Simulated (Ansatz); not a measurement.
Write the native input for Ansatz 0.2.0 that does the following.

```yaml
Task: single point
Functional: HSE06 form with a typed share of exact exchange
Potentials_or_basis: Ansatz PAW
Cutoff: "420 eV (not typed: the program's choice for these potentials)"
k_mesh: 4 × 4 × 4
Occupations: fermi-dirac, width 0.05 eV
Spin: no spin polarisation
Share_of_exact_exchange: 0.1
```

Ga3Se:

```
Se Ga
1.0
     4.43246    0.00000    0.00000
     0.00000    4.43246    0.00000
     0.00000    0.00000    4.43246
Se Ga
1 3
Direct
  0.00000 0.00000 0.00000
  0.50000 0.50000 0.00000
  0.50000 0.00000 0.50000
  0.00000 0.50000 0.50000
```

The cell comes from a database or a generator and needn't be the stable form of this composition.

One way to write it, as run:

input.yaml

```yaml
crystal:
  lattice:
    - [4.432465, 0.0, 0.0]
    - [0.0, 4.432465, 0.0]
    - [0.0, 0.0, 4.432465]
  atoms:
    - { symbol: Se, position: [0.0, 0.0, 0.0] }
    - { symbol: Ga, position: [0.5, 0.5, 0.0] }
    - { symbol: Ga, position: [0.5, 0.0, 0.5] }
    - { symbol: Ga, position: [0.0, 0.5, 0.5] }
hamiltonian:
  xc:
    exchange: pbe
    correlation: pbe
    exx: { coeff: 0.1, omega: 0.2078699 }
  pseudopotentials: { kind: paw }
kpoints:
  mp_grid: { grid: [4, 4, 4] }
scf:
  occupations: { method: fermi_dirac, width: 0.05 }
output:
  forces: true
  stress: true
  eigenvalues: true
  write_density: true
  write_potential: true
  elf: true
  volumetric_format: npy
```

Potentials or basis: Ansatz PAW.

Run with:

```sh
$ ansatz run input.yaml --threads 2 --pin off --max-ram 5632MiB --backend cpu --events-out ev --progress --plain --runs-dir out
```

Results of the run:

* Pressure: -0.4 GPa
* Band gap on the k mesh: none (metal or under the smearing width)

Caveat: the PAW data sets come from PBE, with cores solved anew for the run's functional, which leaves a small shift of forces and pressure; the thresholds are loose for stress.

Wall time 62 s on 2 threads of Intel(R) Xeon(R) Processor @ 2.50GHz (Skylake/Cascade Lake) (shared host), peak memory 1.4 GiB.
